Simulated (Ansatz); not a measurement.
**FHInO radical: one species, many methods**

An exercise on one series of results from a longer session: the logs are not shown, and one member is left open.

Program: Ansatz 0.2.0, Gaussian basis. Level of theory: functionals in def2-TZVPP, the program's frozen cores in correlated methods. These are calculated values, not measurements.

Plan: LDA (SPW92), PBE-D4, revPBE-D4, BLYP-D4, r2SCAN-D4, B97M-V, PBE0-D4, B3LYP-D4, r2SCANh-D4, r2SCAN0-D4, HSE06-D4, BHLYP-D4, CAM-B3LYP-D4, LC-ωPBE, ωB97X-V, ωB97M-V, B2PLYP, PBE-QIDH; CCSD(T)/def2-SVP; CCSD(T)/def2-TZVPP; CCSD(T)/def2-QZVPP; extrapolation to the limit; RPA on PBE.

### Structure used throughout

An earlier PBE0-D4 in a triple-zeta def2 set relaxation fixed the geometry. In takes the def2 core potential; no spin-orbit term is included.

SMILES `[O][InH][F]`, 4 atoms, charge 0, spin multiplicity 2.

Atoms are counted from 1 here; the program's logs count them from 0.

Bond lengths: O1–In2 1.992 Å, In2–F3 1.943 Å, In2–H4 1.685 Å. Angles: O1–In2–F3 107.0°, O1–In2–H4 131.3°, F3–In2–H4 121.7°.

The first run:

Contents of in.yaml:

```yaml
crystal:
  periodic: [false, false, false]
  atoms:
    - {symbol: O, position_ang: [-1.800062, -0.642436, 0.053059]}
    - {symbol: In, position_ang: [0.031544, 0.128620, -0.088916]}
    - {symbol: F, position_ang: [1.230292, -1.076367, 0.853095]}
    - {symbol: H, position_ang: [0.593726, 1.529884, -0.837539]}
basis:
  gaussian: {orbitals: def2-TZVPP}
magnetization: {spin_polarized: true, initial_magnetization: 1}
hamiltonian: {xc: lda}
output: {orbitals: {seedname: orbitals}}
```

Started as:

```bash
ansatz run in.yaml --threads 2 --pin off --events-out ev --progress --plain --max-ram 32768MiB --backend cpu
```

Among the steps run: LDA; PBE-D4 (GGA); revPBE-D4 (GGA); BLYP-D4 (GGA); r2SCAN-D4 (meta-GGA); B97M-V (meta-GGA); PBE0-D4 (hybrid); B3LYP-D4 (hybrid); r2SCANh-D4 (hybrid); r2SCAN0-D4 (hybrid); HSE06-D4 (hybrid); BHLYP-D4 (hybrid); CAM-B3LYP-D4 (range-separated); LC-ωPBE (range-separated); ωB97X-V (range-separated); ωB97M-V (range-separated); B2PLYP (double hybrid); PBE-QIDH (double hybrid).

One table of the session follows, with a row left open; its other results are not shown here.

It belongs to the step «Orbital energies across the functionals». 

```
  functional  HOMO (eV)  LUMO (eV)  gap (eV)
 LDA (SPW92)      -7.21      -6.80      0.41
      PBE-D4      -7.10      -6.04      1.06
   revPBE-D4      -7.02      -5.83      1.18
     BLYP-D4      -7.04      -6.05      0.99
   r2SCAN-D4      -7.44      -5.13      2.31
      B97M-V      -7.53      -5.08      2.45
     PBE0-D4      -8.76      -3.99      4.78
    B3LYP-D4      -8.53      -4.64      3.89
  r2SCANh-D4      -8.06      -4.42      3.64
  r2SCAN0-D4          ?          ?         ?
    HSE06-D4      -8.34      -4.39      3.95
    BHLYP-D4     -10.39      -2.21      8.18
CAM-B3LYP-D4     -10.32      -2.90      7.41
     LC-ωPBE     -11.72      -1.32     10.40
     ωB97X-V     -11.32      -1.71      9.61
     ωB97M-V     -11.22      -1.77      9.45
```

Q: Estimate the row for r2SCAN0-D4 from the others.

Worked estimate for «HOMO (eV)». Against the share of exact exchange, r2SCAN-D4 (0, -7.44), r2SCANh-D4 (0.1, -8.06) give a slope of -6.20 per unit share; at 0.25 the line stands at -8.99.

As computed: HOMO (eV): -9.00; LUMO (eV): -3.40; gap (eV): 5.61. In «HOMO (eV)» the line misses by +0.01.
